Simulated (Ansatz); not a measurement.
## a series on the perovskite structure: LiTeO3, RbTeO3, CsTeO3: a table of relaxed lattice constants and trends

Computed with the Python package of Ansatz (0.2.0).

Script `series_liteo3.py`:
```python
"""Element substitution on the perovskite prototype."""

import csv
import warnings

import ansatz as az
import numpy as np


def perovskite(a_site, b_site, x_site, a):
    return (
        az.Lattice.cubic(a)
        .space_group(221)
        .atom(a_site, [0, 0, 0])
        .atom(b_site, [0.5, 0.5, 0.5])
        .atom(x_site, [0.5, 0.5, 0])
    )


def ground_state(name, crystal, relax=True):
    calc = (
        crystal.calculation()
        .basis(17 * az.Ha)
        .functional("pbesol")
        .kpoints(spacing=0.33)
        .occupations("fermi_dirac", width=0.05)
        .stress()
        .band_table()
    )
    if relax:
        calc = calc.relax(force_tolerance=0.03, max_steps=40, cell=True)
    return calc.run(threads=1)

def bulk_modulus(name, outcome, step=0.015):
    # B = -V dP/dV from the pressures of two uniformly scaled cells, atoms held at their fractions
    pressure = []
    for factor in (1 - step, 1.0, 1 + step):
        cell = az.Crystal(lattice=az.Lattice.of(outcome.lattice.cell_ang * factor ** (1 / 3)))
        for site in outcome.report["lattice"]["sites"]:
            cell = cell.atom(site["symbol"], site["position_frac"])
        pressure.append(np.trace(ground_state(name, cell, relax=False).report["stress_gpa"]) / 3)
    slope, bend = (pressure[0] - pressure[2]) / (2 * step), abs(pressure[0] + pressure[2] - 2 * pressure[1])
    # a jump of mesh or basis between the cells shows as a kink: no modulus then
    return float(slope) if bend < 12 * step**2 * abs(slope) + 0.15 and abs(pressure[1]) < 1.5 else float("nan")


def volume_per_atom(outcome):
    return abs(np.linalg.det(outcome.lattice.cell_ang)) / len(outcome.lattice.sites)

# the lattice constants below are starting guesses
warnings.simplefilter("ignore", az.DeckWarning)

phases = {}
phases["LiTeO3"] = perovskite("Li", "Te", "O", 3.72)
phases["RbTeO3"] = perovskite("Rb", "Te", "O", 4.51)
phases["CsTeO3"] = perovskite("Cs", "Te", "O", 4.7)

done = {}
for name, crystal in phases.items():
    done[name] = ground_state(name, crystal)
    print(f"{name}: {done[name].report['energy_sigma0_ev']:.4f} eV, {len(done[name].lattice.sites)} atoms")

rows = [(name, float(np.linalg.norm(o.lattice.cell_ang[0])), volume_per_atom(o), bulk_modulus(name, o)) for name, o in done.items()]
with open("series.csv", "w", newline="") as handle:
    writer = csv.writer(handle)
    writer.writerow(["compound", "a (A)", "V (A^3/atom)", "B (GPa)"])
    writer.writerows([round(v, 4) if isinstance(v, float) else v for v in row] for row in rows)
print(open("series.csv").read())
```

```console
$ python series_liteo3.py
LiTeO3: -8785.0408 eV, 5 atoms
RbTeO3: -11799.5510 eV, 5 atoms
CsTeO3: -14167.7738 eV, 5 atoms
compound,a (A),V (A^3/atom),B (GPa)
LiTeO3,4.0155,12.9492,148.5889
RbTeO3,4.124,14.0272,134.4104
CsTeO3,4.205,14.8704,123.9857
```

From smallest to largest: LiTeO3 (12.95 Å³), RbTeO3 (14.03 Å³) and CsTeO3 (14.87 Å³). The largest is 15 % above the smallest.

Caveats:
- Absolute energies stand on the zero of these potentials, so only differences at equal settings mean something.
- A cell here holds an odd number of electrons and is run without spin, so a magnetic state may lie lower.
- For the metals among these phases the mesh is modest: differences between phases can be off by up to 40 meV an atom.
- The bulk modulus is taken at fixed shape and positions, an upper value where these are free.
- Pressure is positive in compression.
- The cells are built on a prototype by substitution; a member may or may not take this structure in nature.
- Wall time of the script: 59 s on 1 thread of Arm Neoverse V2 (shared host), peak memory 0.49 GiB.

(Lines on the test bed's own set-up are left out of the output.)
